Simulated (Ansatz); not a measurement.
# H2Se2 (SMILES [SeH][SeH]): single points off equilibrium

One table from this session's results is given with a row withheld; the runs are named, their logs left out.

Program: Ansatz 0.2.0, Gaussian basis. Level of theory: single points in def2-TZVPP. These are calculated values, not measurements.

Cores are frozen in the correlated methods. Filled d shells of the heavier atoms are correlated.

## The system as given

SMILES `[SeH][SeH]`, 4 atoms, charge 0, spin multiplicity 1.

Atoms are counted from 1 here; the program's logs count them from 0.

Bond lengths: Se1–Se2 2.230 Å, Se1–H3 1.503 Å, Se2–H4 1.562 Å. Angles: Se2–Se1–H3 92.9°, Se1–Se2–H4 96.1°.

As a file:

```xyz
4

Se    0.47270   -0.98650    0.31280
Se    0.52820    1.20800   -0.08030
H    -0.84240   -0.90230    1.03550
H    -0.35960    1.16830   -1.36440
```

Set-up of the first run:

The input, run/in.yaml:

```yaml
crystal:
  periodic: [false, false, false]
  atoms:
    - {symbol: Se, position_ang: [0.472700, -0.986500, 0.312800]}
    - {symbol: Se, position_ang: [0.528200, 1.208000, -0.080300]}
    - {symbol: H, position_ang: [-0.842400, -0.902300, 1.035500]}
    - {symbol: H, position_ang: [-0.359600, 1.168300, -1.364400]}
basis:
  gaussian: {orbitals: def2-TZVPP}
correlation: {method: ccsd_t}
output: {forces: true}
```

The command line of these runs was not kept.

Among the steps run: CCSD(T)/def2-TZVPP; PBE0-D4/def2-TZVPP; wB97M-V/def2-TZVPP; r2SCAN-D4/def2-TZVPP; PBE-D4/def2-TZVPP; LC-wPBE/def2-TZVPP; wB97X-V/def2-TZVPP.

One of the session's tables, all rows but one given; the rest of the session is left out.

| method | RMS force component (eV/Å) | angle to CCSD(T) forces (°) | dipole (D) |
| --- | --- | --- | --- |
| CCSD(T) | 1.034 | reference | 0.86 |
| PBE0-D4 | 0.949 | 2.1 | 0.88 |
| wB97M-V | 1.015 | 2.6 | 0.84 |
| r2SCAN-D4 | 0.950 | 2.4 | 0.88 |
| PBE-D4 | 0.921 | 13.0 | 0.81 |
| LC-wPBE | 0.999 | 12.3 | 0.95 |
| wB97X-V | ? | ? | ? |

Q: Estimate the row for wB97X-V from the others.

The run gave: RMS force component (eV/Å): 1.004; angle to CCSD(T) forces (°): 5.2; dipole (D): 0.90. In the column «RMS force component (eV/Å)» it lies between LC-wPBE (0.999) and wB97M-V (1.015).
